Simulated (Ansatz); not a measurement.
# SiAsH₃ (singlet): the correlation ladder, cc-pVDZ

One table from this session's results is given with a row withheld; the runs are named, their logs left out.

Computed with Ansatz 0.2.0, Gaussian basis. Level: cc-pVDZ, core rule «outside noble gas», up to 19 orbitals frozen.

To be run: UHF; CCSD(T) on RHF; BCCD(T) on RHF; CISD; CCSDT(Q) on RHF; CCSDTQ on RHF; CASSCF and MRCISD+Q, 12 electrons in 11 orbitals; CASSCF and NEVPT2, 12 electrons in 11 orbitals.

3 further runs of the same task are left out: 3 set aside as unsound or not needed. Runs told in other sessions of the task aren't counted.

### The system

The geometry is a PBE0/def2-TZVP stationary point (not a proven minimum). No spin-orbit coupling is included. The filled d shell of As may be among the frozen orbitals whatever the setting's name suggests.

5 atoms, charge 0, spin multiplicity 1.

Atoms are counted from 1 here; the program's logs count them from 0.

Bond lengths: Si1–As2 2.171 Å, Si1–H3 1.704 Å, Si1–H4 1.493 Å, Si1–H5 1.493 Å, As2–H3 1.707 Å. Angles: As2–Si1–H3 50.5°, As2–Si1–H4 126.6°, As2–Si1–H5 126.6°, H3–Si1–H4 108.5°, H3–Si1–H5 108.5°, H4–Si1–H5 106.0°, Si1–As2–H3 50.4°, Si1–H3–As2 79.1°.

The first run:

Contents of in.yaml:

```yaml
crystal:
  periodic: [false, false, false]
  atoms:
    - {symbol: Si, position_ang: [-0.041835, 0.000000, 1.526862]}
    - {symbol: As, position_ang: [-0.003359, 0.000000, -0.643757]}
    - {symbol: H, position_ang: [1.292447, 0.000000, 0.467020]}
    - {symbol: H, position_ang: [0.061472, 1.192704, 2.419746]}
    - {symbol: H, position_ang: [0.061472, -1.192704, 2.419746]}
basis:
  gaussian: {orbitals: cc-pVDZ}
magnetization: {spin_polarized: true, initial_magnetization: 0}
hamiltonian: {xc: hf}
output: {orbitals: {seedname: orbitals}}
```

The run is started by

```sh
$ ansatz run in.yaml --threads 1 --pin off --events-out ev --progress --plain --max-ram 4096MiB --backend cpu
```

Among the steps run: UHF; CCSD(T) on RHF; BCCD(T) on RHF; CISD; CCSDT(Q) on RHF; CCSDTQ on RHF; CASSCF and MRCISD+Q, 12 electrons in 11 orbitals; CASSCF and NEVPT2, 12 electrons in 11 orbitals.

One of the session's tables, all rows but one given; the rest of the session is left out.

```
          method  from RCCSDTQ (meV)
             RHF             +6751.7
            RMP2             +1250.3
            CISD              +861.8
           RCCSD              +269.4
        RCCSD(T)               +45.3
         BCCD(T)               +44.2
          RCCSDT               +15.0
       RCCSDT(Q)                +0.4
         RCCSDTQ                   0
  CASSCF valence             +4480.6
  NEVPT2 valence             +1060.7
  MRCISD valence              +351.3
MRCISD+Q valence                   ?
```

Estimate the missing values for MRCISD+Q valence.

**Answer.** from RCCSDTQ (meV): +15.5. In the column «from RCCSDTQ (meV)» it lies between RCCSDT (+15.0) and BCCD(T) (+44.2).
